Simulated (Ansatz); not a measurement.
# LuAg3O3: the cost of one run

Program: Ansatz 0.2.0. Level of theory: DFT PBE, scalar-relativistic, plane waves, PAW, unless a step names another level. These are calculated values, not measurements.

17 further runs of the same task are left out: 2 that didn't finish, 15 set aside as unsound or not needed. Runs told in other sessions of the task aren't counted.

### Step 1. What the formula suggests

Pauling electronegativities: Lu 1.27, Ag 1.93, O 3.44 (spread 2.17). The formula balances with common oxidation states: Lu +3, Ag +1, O -2. Tabulated atomic sizes suggest about 15 Å³/atom. 32 candidates were drawn, by swapping species into database cells of other compounds, at random by space group and Wyckoff sites, or by hand, as the table says:

```tsv
name	made from	space group no.	Wyckoff sites	atoms (primitive cell)	V (Å³/atom)
c01	database cell of NbZn3Ga3	166	Lu 3a; Ag 9d; O 9e	7	16.2
c02	database cell of Si3P3Rh	1	Lu 1a; Ag 1a, 1a, 1a; O 1a, 1a, 1a	7	15.6
c03	elements ordered on the sites of the Nb4N3, Lu/Ag on Nb	107	Lu 2a; Ag 4b, 2a; O 4b, 2a	7	16.0
c04	database cell of Mg3BN3	47	Lu 1c; Ag 1a, 2t; O 1f, 2q	7	13.3
c05	random	191	Lu 1b; Ag 3f; O 3g	7	19.4
c06	elements ordered on the sites of the GaN, Lu/Ag on Ga and O/vacancy on N	156	Lu 1b; Ag 1b, 1c, 1c; O 1b, 1b, 1c	7	16.0
c07	elements ordered on the sites of the SnO, Lu/Ag on Sn and O/vacancy on O	1	Lu 1a; Ag 1a, 1a, 1a; O 1a, 1a, 1a	7	16.0
c08	built by hand: P4/mbm in-phase tilted defect rock salt	127	Lu 2a; Ag 2d, 4h; O 4g, 2b	14	15.2
c09	database cell of Ca3PCl3	221	Lu 1a; Ag 3d; O 3c	7	16.4
c10	random	166	Lu 3a; Ag 3b, 6c; O 9d	7	16.7
c11	elements ordered on the sites of the KI, Lu/Ag on K and O/vacancy on I	71	Lu 2d; Ag 4i, 2b; O 2c, 4j	7	16.0
c12	random	12	Lu 2a; Ag 4i, 2b; O 4i, 2d	7	17.9
c13	random	191	Lu 1a; Ag 2d, 1b; O 3f	7	19.4
c14	random	157	Lu 1a; Ag 3c; O 3c	7	17.7
c15	random	123	Lu 1c; Ag 2g, 1a; O 2e, 1d	7	16.0
c16	database cell of Ca3BN3	123	Lu 1b; Ag 2h, 1a; O 2g, 1c	7	14.9
c17	random	221	Lu 1b; Ag 3d; O 3c	7	18.8
c18	random	166	Lu 3b; Ag 9e; O 3a, 6c	7	16.1
c19	random	191	Lu 1a; Ag 3f; O 3g	7	17.7
c20	random	189	Lu 1a; Ag 2c, 1b; O 3f	7	18.8
c21	random	164	Lu 1a; Ag 3e; O 2d, 1b	7	16.5
c22	built by hand: cubic ordered defect rock salt	221	Lu 1a; Ag 3c; O 3d	7	15.2
c23	random	166	Lu 3b; Ag 9d; O 6c, 3a	7	15.5
c24	built by hand: tilted defect rock salt, FeF3-type LuO3 framework with Ag	167	Lu 6b; Ag 18d; O 18e	14	15.2
c25	random	12	Lu 2b; Ag 4e, 2c; O 4i, 2d	7	16.2
c26	database cell of Zn3SbN3	8	Lu 2a; Ag 2a, 4b; O 4b, 2a	7	15.5
c27	random	189	Lu 1a; Ag 3f; O 2e, 1b	7	17.9
c28	random	166	Lu 3b; Ag 6c, 3a; O 9d	7	19.4
c29	random	99	Lu 1a; Ag 2c, 1a; O 2c, 1a	7	16.1
c30	random	107	Lu 2a; Ag 2a, 4b; O 4b, 2a	7	15.3
c31	built by hand: delafossite-Ag2O layered intergrowth	156	Lu 1a; Ag 1c, 1b, 1a; O 1c, 1b, 1b	7	16.1
c32	random	189	Lu 1a; Ag 2d, 1b; O 3g	7	15.9
```

### Step 2. Screening run of c01

input.yaml

```yaml
crystal:
  lattice:
    - [2.6725938, 1.54302275, 4.59121151]
    - [-2.6725938, 1.54302275, 4.59121151]
    - [0.0, -3.0860455, 4.59121151]
  atoms:
    - { symbol: Lu, position: [0.0, 0.0, 0.0] }
    - { symbol: Ag, position: [0.5, 0.0, 0.0] }
    - { symbol: Ag, position: [0.0, 0.0, 0.5] }
    - { symbol: Ag, position: [0.0, 0.5, 0.0] }
    - { symbol: O, position: [0.0, 0.5, 0.5] }
    - { symbol: O, position: [0.5, 0.5, 0.0] }
    - { symbol: O, position: [0.5, 0.0, 0.5] }
basis:
  ecutwfc: 420
kpoints:
  mp_grid: { grid: [3, 3, 3] }
hamiltonian:
  xc: pbe
scf:
  occupations: { method: gaussian, width: 0.15 }
  lower_state_search: "off"
output:
  forces: true
  stress: true
  eigenvalues: true
relax:
  adjacent_minimum: "off"
  f_tol: 0.08
  max_steps: 16
  cell: { stress_tol: 0.8 }
```

The run is started by

```bash
ansatz run input.yaml --threads 1 --pin off --max-ram 2560MiB --backend cpu --events-out ev --progress --plain --runs-dir out
```

Q: Estimate wall time and peak memory on 1 thread of Intel Xeon Platinum 8488C (Sapphire Rapids), shared host.

About 26 s, with a peak of 0.49 GiB.
